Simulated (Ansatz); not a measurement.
# Si2Se: the cost of one run

Computed with Ansatz 0.2.0 (DFT PBE, scalar-relativistic, plane waves, PAW, unless a step's input says otherwise).

**1. The structure to begin with**

It takes space group Pnnm (No. 58, orthorhombic). The conventional cell has a = 4.788 Å, b = 5.844 Å, c = 3.648 Å, α = 90.00°, β = 90.00°, γ = 90.00°. Si (site symmetry m) is surrounded by 1 Si at 2.39 Å and 3 Se at 2.41 to 2.43 Å. Se (site symmetry 2/m) is surrounded by 6 Si at 2.41 to 2.43 Å.

As a file:

```xyz
6
Lattice="4.7881 0.0000 0.0000 0.0000 5.8438 0.0000 0.0000 0.0000 3.6481" Properties=species:S:1:pos:R:3 pbc="T T T"
Si    0.9595    2.2130    0.0000
Si    3.8285    3.6308    0.0000
Si    3.3536    0.7089    1.8240
Si    1.4345    5.1350    1.8240
Se    0.0000    0.0000    0.0000
Se    2.3940    2.9219    1.8240
```

(A quick probe on a coarse mesh, which set the mesh and smearing, is not shown.)

**3. A loose first relaxation**

input.yaml

```yaml
crystal:
  lattice:
    - [4.7880727875, 0.0, 0.0]
    - [0.0, 5.8438058864, 0.0]
    - [0.0, 0.0, 3.6480964963]
  atoms:
    - { symbol: Si, position: [0.2004, 0.3787, 0.0] }
    - { symbol: Si, position: [0.7996, 0.6213, 0.0] }
    - { symbol: Si, position: [0.7004, 0.1213, 0.5] }
    - { symbol: Si, position: [0.2996, 0.8787, 0.5] }
    - { symbol: Se, position: [0.0, 0.0, 0.0] }
    - { symbol: Se, position: [0.5, 0.5, 0.5] }
basis:
  ecutwfc: 420
kpoints:
  mp_grid: { grid: [4, 4, 6] }
hamiltonian:
  xc: pbe
scf:
  occupations: { method: gaussian, width: 0.1 }
  lower_state_search: "off"
output:
  forces: true
  stress: true
  eigenvalues: true
relax:
  adjacent_minimum: "off"
  f_tol: 0.04
  max_steps: 70
  cell: { stress_tol: 0.4 }
```

On the command line:

```
$ ansatz run input.yaml --threads 1 --pin off --max-ram 2560MiB --backend cpu --events-out ev --progress --plain --runs-dir out
```

What time and memory should one allow on 1 thread of Arm Neoverse V1, shared host?

About 1.9 min, with a peak of 0.41 GiB.
